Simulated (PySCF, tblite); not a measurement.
# C6H4BClF2: geometry, infrared bands and NMR shifts

Wanted: the infrared bands and NMR shifts of C6H4BClF2 (`FB(F)c1ccccc1Cl`), by calculation.

The runs use tblite 0.8.0 and PySCF 2.14.0, with density-fitted response routines of our own; the level of theory stands in each step. All values are computed, except where a source is named. Atoms count from 0, in the outputs and in this text.

## (1) The starting structure

14 atoms, charge 0, multiplicity 1; geometry from: force field or distance geometry start.

Bonds of the start (Å): F0–B1 1.44, B1–F2 1.46, B1–C3 1.58, C3–C4 1.40, C4–C5 1.40, C5–C6 1.39, C6–C7 1.40, C7–C8 1.40, C8–Cl9 1.75, C8–C3 1.42, C4–H10 1.08, C5–H11 1.08, C6–H12 1.09, C7–H13 1.09.

## (2) Optimising the geometry with GFN2-xTB

What the job is given:

```
{"job": {"kind": "relax", "xc": "GFN2-xTB", "basis": "xTB"}, "charge": 0, "multiplicity": 1}
F      2.671000     2.009300     0.449600
B      2.314900     0.644400     0.140600
F      3.403000    -0.309000    -0.045600
C      0.799000     0.218100     0.040000
C     -0.183100     1.194900     0.264600
C     -1.544500     0.876000     0.177400
C     -1.934700    -0.426200    -0.109600
C     -0.968600    -1.415100    -0.311400
C      0.395700    -1.117400    -0.240400
Cl     1.526500    -2.429400    -0.516200
H      0.092900     2.218000     0.479400
H     -2.289500     1.640500     0.344100
H     -2.993000    -0.673500    -0.155100
H     -1.290300    -2.431100    -0.539700
```

On the command line:

```console
> OMP_NUM_THREADS=1 python probes_run.py task.json out
```

This one command runs all jobs of the session in turn.

**Question.** This job is followed by: GFN2-xTB harmonic vibrations, gas phase; GIAO PBE0/pcSseg-1 NMR shielding, non-relativistic, gas phase. What will the session give for the following? strongest single infrared mode (GFN2-xTB); zero-point energy (GFN2-xTB); 13C shifts against TMS (PBE0/pcSseg-1); 1H shifts against TMS (PBE0/pcSseg-1); 19F shifts against CFCl3 (PBE0/pcSseg-1, means over atoms taken as alike); 11B shifts against BF3·OEt2 (PBE0/pcSseg-1); 35Cl shifts against HCl (PBE0/pcSseg-1).

As calculated:

| quantity | value |
| --- | --- |
| strongest single infrared mode (GFN2-xTB) | 1258 cm⁻¹, 406 km/mol |
| zero-point energy (GFN2-xTB) | 54.8 kcal/mol |
| 13C shifts against TMS (PBE0/pcSseg-1) | 156.6, 146.1, 141.0, 136.3, 130.9, 128.7 ppm |
| 1H shifts against TMS (PBE0/pcSseg-1) | 8.27, 7.81, 7.71, 7.55 ppm |
| 19F shifts against CFCl3 (PBE0/pcSseg-1, means over atoms taken as alike) | -82.5 ppm |
| 11B shifts against BF3·OEt2 (PBE0/pcSseg-1) | 23.4 ppm |
| 35Cl shifts against HCl (PBE0/pcSseg-1) | 260 ppm |

Over 25 steps the energy fell by 0.677 eV; of the close pairs, B1–F2 changed most, 1.459 to 1.315 Å. No mode is imaginary among the 36: a minimum at this level. The strongest single mode, at 1258 cm⁻¹, moves mainly B1. Unscaled tight-binding wavenumbers are off by several per cent, some by more. Its intensities can rank the bands wrongly. At PBE0/pcSseg-1: Shielding is most anisotropic at Cl9 (span 448 ppm, paramagnetic term -457 ppm). NICS(1)zz of -26 ppm above the planar ring from C3 marks a diatropic (aromatic) ring current.
